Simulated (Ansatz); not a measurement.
# InPH4O (SMILES O[PH][InH2]) at RPA@PBE/def2-SVPD (core potential)

What is the electronic atomisation energy of InPH4O at RPA@PBE/def2-SVPD (core potential)? 

The results are computed with Ansatz 0.2.0.

53 further runs of the same task are left out: 53 set aside as unsound or not needed. Runs told in other sessions of the task aren't counted.

## (1) The molecule

InPH4O: 7 atoms, total charge 0, spin state singlet. As SMILES, `O[PH][InH2]`. Geometry: relaxed at PBE0-D4/def2-TZVP. This is one conformer, not always the lowest.

Bond lengths: O1–P2 1.670 Å, P2–In3 2.503 Å, O1–H4 0.960 Å, P2–H5 1.430 Å, In3–H6 1.723 Å, In3–H7 1.728 Å. Angles: O1–P2–In3 100.9°, O1–P2–H5 100.1°, In3–P2–H5 92.3°, P2–O1–H4 109.0°, P2–In3–H6 120.5°, P2–In3–H7 117.4°, H6–In3–H7 122.0°.

## (2) A single-point energy at RPA@PBE/def2-SVPD (core potential)

molecule.yaml reads:

```yaml
crystal:
  periodic: [false, false, false]
  atoms:
    - {symbol: O, position_ang: [-1.844500, 0.146900, 0.079200]}
    - {symbol: P, position_ang: [-0.622800, -0.370000, -0.935500]}
    - {symbol: In, position_ang: [1.396900, 0.365900, 0.345900]}
    - {symbol: H, position_ang: [-2.634300, 0.311800, -0.441900]}
    - {symbol: H, position_ang: [-0.483700, -1.722100, -0.492200]}
    - {symbol: H, position_ang: [1.278200, 1.623200, 1.518000]}
    - {symbol: H, position_ang: [2.910100, -0.355700, -0.073500]}
basis:
  gaussian:
    orbitals: def2-SVPD
accuracy: high
hamiltonian:
  xc: pbe
correlation:
  method: rpa
  frozen_orbitals: {H: 0, In: 4, O: 1, P: 5}
```

Started as:

```
$ ansatz run molecule.yaml --threads 1 --pin off --max-ram 3480MiB --events-out events.jsonl --progress --plain --runs-dir runs
```

Log:

```text
Warning: RAYON_NUM_THREADS=1 ignored (pool sized by the plan → 1); use --threads N
Functional definition: PBE
  name "PBE"
  parameter kappa = 0.804
  parameter beta = 0.06672455060314922
  exchange = pbe_x(kappa = kappa, mu = beta*pi^2/3)
  correlation = pbe_c(beta = beta)
2372 factors; integrals over basis functions are off by at most 3.2e-9 eV
mean field evaluation 1: about -16557.3492 eV, gradient 5.6e1 eV
mean field evaluation 2: about -16557.3446 eV, gradient 5.6e1 eV
mean field evaluation 4: about -16561.1627 eV, gradient 2.3e1 eV
mean field evaluation 8: about -16563.3673 eV, gradient 4.1e-1 eV
mean field evaluation 16: about -16563.3671 eV, gradient 4.9e-5 eV
mean field -16563.36712812 eV, -608.6925149051 hartree, gradient 2.2e-8 eV, S^2 0.000000; 0 other end points of the search recorded, 0 dependent functions left out
10 core orbitals not correlated: weight in the atoms' cores, before any rotation towards them, 1.000 or more for the frozen orbitals, at most 0.000 for the correlated occupied ones
reference -16514.89479363 eV, -606.9111894683 hartree; 14, 14 occupied and 87, 87 virtual orbitals, 2372 factors
Total energy: -16534.59321514 eV, -607.6350931067 hartree
```

Run time: 23 s. Hardware: 1 thread of Arm Neoverse V1, shared host; peak memory 0.59 GiB.

## (3) The H atom, same level

molecule.yaml reads:

```yaml
crystal:
  periodic: [false, false, false]
  atoms:
    - symbol: H
      position_ang: [0.000000, 0.000000, 0.000000]
basis:
  gaussian:
    orbitals: def2-SVPD
total_charge: 0
magnetization:
  spin_polarized: true
  initial_magnetization: 1
hamiltonian:
  xc: pbe
correlation:
  method: rpa
  frozen_orbitals: {H: 0}
accuracy: high
```

Run the same way, it converges to -0.51464 Eh (log not shown).

## (4) The In atom, same level

input.yaml reads:

```yaml
crystal:
  periodic: [false, false, false]
  atoms:
    - {symbol: In, position_ang: [0.000000, 0.000000, 0.000000]}
basis:
  gaussian:
    orbitals: def2-SVPD
magnetization:
  spin_polarized: true
  initial_magnetization: 1
hamiltonian:
  xc: {name: PBE}
correlation:
  method: rpa
  frozen_orbitals: {In: 4}
accuracy: high
```

Run the same way, it converges to -189.31151 Eh (log not shown).

## (5) The O atom at the same level

molecule.yaml reads:

```yaml
crystal:
  periodic: [false, false, false]
  atoms:
    - symbol: O
      position_ang: [0.000000, 0.000000, 0.000000]
basis:
  gaussian:
    orbitals: def2-SVPD
magnetization:
  spin_polarized: true
  initial_magnetization: 2
hamiltonian:
  xc: pbe
correlation:
  method: rpa
  frozen_orbitals: {O: 1}
accuracy: high
```

Started as:

```
$ ansatz run molecule.yaml --threads 1 --pin off --max-ram 3480MiB --events-out events.jsonl --progress --plain --runs-dir runs
```

Log (excerpt; [...] marks lines left out):

```text
Warning: RAYON_NUM_THREADS=1 ignored (pool sized by the plan → 1); use --threads N
Functional definition: PBE
  name "PBE"
[...]
191 factors; integrals over basis functions are off by at most 1.9e-9 eV
[...]
mean field -2038.79172848 eV, -74.9242140788 hartree, gradient 1.4e-9 eV, S^2 2.003034; 5 other end points of the search recorded, 0 dependent functions left out
1 core orbitals not correlated: weight in the atoms' cores, before any rotation towards them, 1.000 or more for the frozen orbitals, at most 0.000 for the correlated occupied ones
reference -2033.23023440 eV, -74.7198329413 hartree; 4, 2 occupied and 18, 20 virtual orbitals, 191 factors
Total energy: -2038.78566474 eV, -74.9239912406 hartree
```

Run time: 0.95 s. Hardware: 1 thread of Arm Neoverse V1, shared host.

## (6) The P atom

input.yaml reads:

```yaml
crystal:
  periodic: [false, false, false]
  atoms:
    - {symbol: P, position_ang: [0.000000, 0.000000, 0.000000]}
basis:
  gaussian: {orbitals: def2-SVPD}
total_charge: 0
magnetization: {spin_polarized: true, initial_magnetization: 3}
hamiltonian: {xc: {name: PBE}}
correlation: {method: rpa, frozen_orbitals: {P: 5}}
accuracy: high
```

Run the same way, it converges to -340.73002 Eh (log not shown).

## (7) Summary of results

Level: RPA@PBE/def2-SVPD (core potential), 10 core orbitals frozen.

```
                                  quantity          value
                    molecule: total energy  -607.63509 Eh
molecule: RPA correlation energy (valence)     -723.9 mEh
                      H atom: total energy    -0.51464 Eh
            H atom: RPA correlation energy      -15.4 mEh
 H atom: ⟨S²⟩ of the reference determinant          0.750
                     In atom: total energy  -189.31151 Eh
 In atom: RPA correlation energy (valence)     -116.6 mEh
In atom: ⟨S²⟩ of the reference determinant          0.752
                      O atom: total energy   -74.92399 Eh
  O atom: RPA correlation energy (valence)     -204.2 mEh
 O atom: ⟨S²⟩ of the reference determinant          2.003
                      P atom: total energy  -340.73002 Eh
  P atom: RPA correlation energy (valence)     -135.4 mEh
 P atom: ⟨S²⟩ of the reference determinant          3.750
             electronic atomisation energy      16.627 eV
```

In words: Taking the molecule apart into free atoms costs 16.63 eV (1604 kJ/mol), before zero-point energy and without spin-orbit coupling.
